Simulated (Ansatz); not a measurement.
AgAu3:

```
Au Ag
1.0
     4.12163    0.00000    0.00000
     0.00000    4.12163    0.00000
     0.00000    0.00000    4.12163
Au Ag
3 1
Direct
  0.00000 0.00000 0.50000
  0.00000 0.50000 0.00000
  0.50000 0.00000 0.00000
  0.50000 0.50000 0.50000
```

The cell comes from a database or a generator and needn't be the stable form of this composition.

| Quantity | Value |
| --- | --- |
| Program | Ansatz 0.2.0 |
| Task | single point |
| Functional | PBEsol |
| Potentials or basis | all-electron LAPW, scalar-relativistic |
| Cutoff | 242 eV (chosen from the basis error) |
| Basis error allowed | 0.001 eV/atom |
| k mesh | 7 × 7 × 7 |
| Occupations | fermi-dirac, width 0.05 eV |
| Spin | no spin polarisation |

On this cell: pressure -5.4 GPa; largest force zero by symmetry; band gap on the k mesh none (metal or under the smearing width).

The same run follows on a disturbed copy (atoms moved at random, drawn with an rms of 0.05 Å):

```
Au Ag
1.0
     4.12163    0.00000    0.00000
     0.00000    4.12163    0.00000
     0.00000    0.00000    4.12163
Au Ag
3 1
Direct
  0.99797 0.99431 0.50813
  0.99142 0.49527 0.99821
  0.50142 0.99204 0.00169
  0.50327 0.49253 0.48907
```

What changes?

The energy (extrapolated to zero smearing) moves by +3.6 meV/atom; pressure -5.2 GPa; largest force 0.282 eV/Å; band gap on the k mesh none (metal or under the smearing width).

Forces in eV/Å, atoms in the order of the input:
```
Au   0.128 -0.002 -0.151
Au   0.257 -0.046  0.009
Au  -0.184  0.042 -0.056
Ag  -0.200  0.006  0.198
```

Stress tensor (GPa, compression positive):
```
-5.24 -0.03 -0.11
-0.03 -5.17 -0.03
-0.11 -0.03 -5.21
```
